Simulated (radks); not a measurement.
**Cu²¹⁺ in [He] 2s2 2p3 3d1: an all-electron calculation**

One table from this session's results is given with a row withheld; the runs are named, their logs left out.

Program: radks (a radial shooting solver on a logarithmic mesh, Libxc functionals) version 1. Level of theory: Dirac Kohn-Sham, PBE, spin-unpolarised, spherical densities, finite nucleus; open shells are shared between the two j in proportion to 2j + 1. These are calculated values, not measurements, unless marked.

### Starting point

| Property | Result |
| --- | --- |
| element | copper (Z = 29) |
| charge | +21 |
| electrons | 8 |
| configuration | [He] 2s2 2p3 3d1 |
| nuclear rms radius | 3.8823 fm |

Outer shells as boxes (Hund's rule):

Cu²¹⁺
```
[He] core
2s [↑↓]
2p [↑ ][↑ ][↑ ]
3d [↑ ][  ][  ][  ][  ]
```

Set-up of the first run:

The run's settings:

```text
Z 29
configuration [He] 2s2 2p3 3d1
relativity Dirac
functional pbe,pbe
spin unpolarised
j_filling average
nucleus finite rms 3.8823 fm
c 137.035999084
```

Among the steps run: Self-consistent calculation.

One table of the session follows, with a row left open; its other results are not shown here.

It belongs to the step «Shells». Radial moments (bohr):

| level | <r> | outermost maximum (interpolated) | 90 % within |
| --- | --- | --- | --- |
| 1s1/2 | 0.05197 | 0.0341 | 0.0928 |
| 2s1/2 | 0.2230 | 0.191 | 0.343 |
| 2p1/2 | ? | ? | ? |
| 2p3/2 | 0.1938 | 0.152 | 0.313 |
| 3d3/2 | 0.4544 | 0.386 | 0.691 |
| 3d5/2 | 0.4557 | 0.387 | 0.692 |

**Question.** Estimate the row for 2p1/2.

The run gave: <r>: 0.1909; outermost maximum (interpolated): 0.150; 90 % within: 0.309. In the column «<r>» it lies between 1s1/2 (0.05197) and 2p3/2 (0.1938).
